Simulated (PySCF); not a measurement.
# One shape, several levels: singlet GeNH4O−

Aim: a comparison of 6 runs (B2PLYP/def2-SVPD, B3LYP/def2-SVPD, M06-L/def2-SVPD, PBE/def2-SVPD, revPBE/def2-SVPD, wB97M-V/def2-SVPD) of singlet GeNH4O−. Input form: a Python script.

Program for the calculation: PySCF 2.14.0.

1 further run of the same task is left out (set aside as unsound or not needed).

### 1 The system as given

GeNH4O−: 7 atoms, total charge -1, spin state singlet. SMILES of the parent species: `[NH][GeH2][OH]`. The coordinates come from a PBE0-D4/def2-TZVP relaxation. This is one conformer, not always the lowest. That shape belongs to the parent species and isn't relaxed for this state.

Bond lengths: N1–Ge2 1.860 Å, Ge2–O3 1.772 Å, N1–H4 1.025 Å, Ge2–H5 1.544 Å, Ge2–H6 1.536 Å, O3–H7 0.961 Å. Angles: N1–Ge2–O3 106.5°, N1–Ge2–H5 107.6°, N1–Ge2–H6 113.8°, O3–Ge2–H5 110.8°, O3–Ge2–H6 105.4°, Ge2–N1–H4 110.2°, Ge2–O3–H7 111.8°, H5–Ge2–H6 112.6°.

### 2 A single-point energy at B2PLYP/def2-SVPD (run 1)

Contents of run.py:

```python
from pyscf import gto, dft, mp

mol = gto.Mole()
mol.atom = '''
N   -1.180000  -0.629600  -0.704300
Ge   0.091800   0.357900   0.227300
O    1.488100  -0.708500   0.454200
H   -2.073700  -0.127300  -0.724700
H    0.468500   1.575300  -0.644200
H   -0.348300   0.758200   1.642900
H    1.614800  -1.294000  -0.296700
'''
mol.verbose = 4
mol.charge = -1
mol.max_memory = 1860
mol.spin = 0
mol.basis = 'def2-svpd'
mol.build()

myscf = dft.RKS(mol)
myscf.xc = '0.53*HF + 0.47*B88, 0.73*LYP'
myscf.conv_tol = 1e-10
myscf.grids.level = 5
myscf.kernel()
if not myscf.converged:
    myscf = myscf.newton().run(myscf.mo_coeff, myscf.mo_occ)

pt = mp.MP2(myscf, frozen=11).run()
e_final = myscf.e_tot + 0.27 * pt.e_corr
print('PT2 part  %.8f' % (0.27 * pt.e_corr))
print('E = %.10f Eh' % e_final)
```

Started as:

```bash
OMP_NUM_THREADS=1 python run.py
```

What it wrote:

```text
PySCF version 2.14.0

[... 81 lines left out ...]
converged SCF energy = -2208.33562570756
[... 1 line left out ...]
******** <class 'pyscf.mp.mp2.RMP2'> ********
nocc = 15, nmo = 102
frozen orbitals 11
E(RMP2) = -2209.13481057648  E_corr = -0.799184868922598
E(SCS-RMP2) = -2209.10137649892  E_corr = -0.765750791358535
E_corr(same-spin) = -0.223005059248364
E_corr(oppo-spin) = -0.576179809674234
PT2 part  -0.21577991
E = -2208.5514056222 Eh
```

Wall time 27 s (1 thread of Intel Xeon at 2.70GHz, shared host); peak memory 0.61 GiB.

### 3 The energy at B3LYP/def2-SVPD (run 2)

Contents of calc.py:

```python
from pyscf import gto, dft

mol = gto.Mole()
mol.atom = '''
N       -1.180000      -0.629600      -0.704300
Ge       0.091800       0.357900       0.227300
O        1.488100      -0.708500       0.454200
H       -2.073700      -0.127300      -0.724700
H        0.468500       1.575300      -0.644200
H       -0.348300       0.758200       1.642900
H        1.614800      -1.294000      -0.296700
'''
mol.verbose = 3
mol.charge = -1
mol.basis = 'def2-svpd'
mol.max_memory = 1860
mol.build()

mf = dft.RKS(mol)
mf.xc = 'b3lyp'
mf.conv_tol = 1e-10
mf.grids.level = 5
mf.kernel()
if not mf.converged:
    mf = mf.newton().run(mf.mo_coeff, mf.mo_occ)

e_tot = mf.e_tot
print('E = %.10f Eh' % e_tot)
```

Started as:

```bash
OMP_NUM_THREADS=1 python calc.py
```

What it wrote:

```text
converged SCF energy = -2209.09197330443
E = -2209.0919733044 Eh
```

Run time: 26 s. Hardware: 1 thread of Intel Xeon at 2.70GHz, shared host; peak memory 0.61 GiB.

Run 3 isn't shown in full; the table further down has it.

### 4 The energy at PBE/def2-SVPD (run 4)

Contents of input.py:

```python
from pyscf import gto, dft

system = gto.Mole()
system.atom = [
    ('N', (-1.180000, -0.629600, -0.704300)),
    ('Ge', (0.091800, 0.357900, 0.227300)),
    ('O', (1.488100, -0.708500, 0.454200)),
    ('H', (-2.073700, -0.127300, -0.724700)),
    ('H', (0.468500, 1.575300, -0.644200)),
    ('H', (-0.348300, 0.758200, 1.642900)),
    ('H', (1.614800, -1.294000, -0.296700)),
]
system.charge = -1
system.verbose = 3
system.max_memory = 1860
system.basis = 'def2-svpd'
system.build()

mf = dft.RKS(system)
mf.xc = 'pbe'
mf.conv_tol = 1e-10
mf.grids.level = 5
mf.kernel()
if not mf.converged:
    mf = mf.newton().run(mf.mo_coeff, mf.mo_occ)

e_final = mf.e_tot
print('Final energy', e_final)
```

Started as:

```bash
OMP_NUM_THREADS=1 python input.py
```

What it wrote:

```text
converged SCF energy = -2208.58041836927
Final energy -2208.580418369266
```

Wall time 24 s (1 thread of Intel Xeon at 2.70GHz, shared host); peak memory 0.61 GiB.

Run 5 isn't shown in full; the table further down has it.

### 5 The energy at wB97M-V/def2-SVPD (run 6)

Contents of calc.py:

```python
from pyscf import gto, dft

molecule = gto.Mole()
molecule.atom = '''
N     -2.229877    -1.189772    -1.330934
Ge     0.173477     0.676333     0.429535
O      2.812101    -1.338871     0.858314
H     -3.918725    -0.240562    -1.369485
H      0.885337     2.976886    -1.217362
H     -0.658192     1.432790     3.104631
H      3.051530    -2.445306    -0.560682
'''
molecule.charge = -1
molecule.max_memory = 1860
molecule.verbose = 3
molecule.basis = 'def2-svpd'
molecule.unit = 'bohr'
molecule.build()

mf = dft.RKS(molecule)
mf.xc = 'wb97m-v'
mf.conv_tol = 1e-10
mf.nlcgrids.level = 1
mf.grids.level = 5
mf.kernel()
if not mf.converged:
    mf = mf.newton().run(mf.mo_coeff, mf.mo_occ)

etot = mf.e_tot
print(f'total energy: {etot:.8f} hartree')
```

Started as:

```bash
OMP_NUM_THREADS=1 python calc.py
```

What it wrote:

```text
converged SCF energy = -2208.87561868163
total energy: -2208.87561868 hartree
```

It took 1.8 min on 1 thread of Intel Xeon at 2.70GHz, shared host; peak memory 0.67 GiB.

### 6 All runs side by side

```tsv
run	level	frozen core orbitals	nlc grid	energy (Eh)	HOMO energy (eV)	LUMO energy (eV)	HOMO–LUMO gap (eV)	wall time
1	B2PLYP/def2-SVPD	11	–	-2208.551406	-0.64	5.14	5.78	27 s
2	B3LYP/def2-SVPD	–	–	-2209.091973	0.64	4.28	3.65	26 s
3	M06-L/def2-SVPD	–	–	-2208.960008	1.67	4.77	3.11	44 s
4	PBE/def2-SVPD	–	–	-2208.580418	1.63	3.90	2.27	24 s
5	revPBE/def2-SVPD	–	–	-2208.841586	1.71	3.93	2.22	23 s
6	wB97M-V/def2-SVPD	–	1	-2208.875619	-1.86	5.39	7.25	1.8 min
```

### 7 Results

| quantity | value |
| --- | --- |
| run 6: total energy | -2208.87562 Eh |
| run 6: HOMO energy | -1.86 eV |
| run 6: LUMO energy | 5.39 eV |
| run 6: HOMO–LUMO gap (to an unbound level, set by the basis) | 7.25 eV |

**Reading.** The HOMO–LUMO gap runs from 2.22 eV (revPBE/def2-SVPD) to 7.25 eV (wB97M-V/def2-SVPD). The empty levels of an anion lie above zero and hang on the basis. Totals of different functionals can't be ranked against each other. In runs 2, 3, 4, 5 the HOMO lies above zero, so the outermost electron may be held by the basis alone. All runs together took 4.2 min, the longest 1.8 min.
